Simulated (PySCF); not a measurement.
**AlSe⁻ with other numerical set-ups**

Aim: see how much the energy and properties of AlSe⁻ depend on the numerical set-up.

Program: PySCF 2.14.0. Level of theory: each script names its method and basis. These are calculated values, not measurements.

1 further run of the same task is left out (it didn't finish).

### 1 The system as given

AlSe⁻: 2 atoms, charge -1, spin multiplicity 1.

Bond lengths: Al1–Se2 2.772 Å.

### 2 The base run

Contents of input.py:

```python
from pyscf import gto, scf

mol = gto.M(
    atom='Al 0 0 0; Se 0 0 2.772',
    basis='minao',
    charge=-1,
    spin=0,
    verbose=4,
)
mf = scf.RHF(mol)
mf.kernel()
mf.analyze()
print('orbital energies (hartree):', mf.mo_energy[..., max(0, mol.nelec[1]-3):mol.nelec[0]+3].round(4))
```

The run is started by

```
$ OMP_NUM_THREADS=1 python input.py
```

Its log is not repeated here.

It gives: E(SCF) = -2641.801598 Eh, 9 cycles.

The bond length is a typed value, not an optimised one. The dipole of an ion depends on the origin.

### 3 Ano-rcc-vdzp (X2C on)

Variant 1 changes basis set: minao → ano-rcc-vdzp; spin-free X2C: off → on.

Contents of input.py:

```python
from pyscf import gto, scf

mol = gto.M(
    atom='Al 0 0 0; Se 0 0 2.772',
    basis='ano-rcc-vdzp',
    charge=-1,
    spin=0,
    verbose=4,
)
mf = scf.RHF(mol)
mf = mf.sfx2c1e()
mf.kernel()
mf.analyze()
print('orbital energies (hartree):', mf.mo_energy[..., max(0, mol.nelec[1]-3):mol.nelec[0]+3].round(4))
```

The run is started by

```
$ OMP_NUM_THREADS=1 python input.py
```

### 4 Density fitting auto

Variant 2 changes density fitting: none → auto.

input.py, as its differences from that of step 2:

```diff
@@ -10,2 +10,3 @@
 mf = scf.RHF(mol)
+mf = mf.density_fit()
 mf.kernel()
```

### 5 Aug-cc-pvdz

Variant 3 changes basis set: minao → aug-cc-pvdz.

input.py, as its differences from that of step 2:

```diff
@@ -4,3 +4,3 @@
     atom='Al 0 0 0; Se 0 0 2.772',
-    basis='minao',
+    basis='aug-cc-pvdz',
     charge=-1,
```

Before running it: what results should come out? Wanted: for each run, E(SCF); from base; gap.

The runs gave:

| run | E(SCF) (hartree) | from base (eV) | cycles | gap (eV) | functions |
| --- | --- | --- | --- | --- | --- |
| base | -2641.801598 | 0 | 9 | 7.66 | 27 |
| ano-rcc-vdzp (X2C on) | -2670.499053 | not comparable | 10 | 8.03 | 45 |
| density fitting auto | -2641.801526 | +0.0020 | 9 | 7.66 | 27 |
| aug-cc-pvdz | -2641.779833 | +0.5922 | 11 | 6.06 | 63 |

Of the runs whose energies can be compared, “aug-cc-pvdz” moves the SCF energy most (+0.592 eV). aug-cc-pvdz (63 functions) gives an energy 0.59 eV higher than minao (27); size alone doesn't order basis sets of different families.
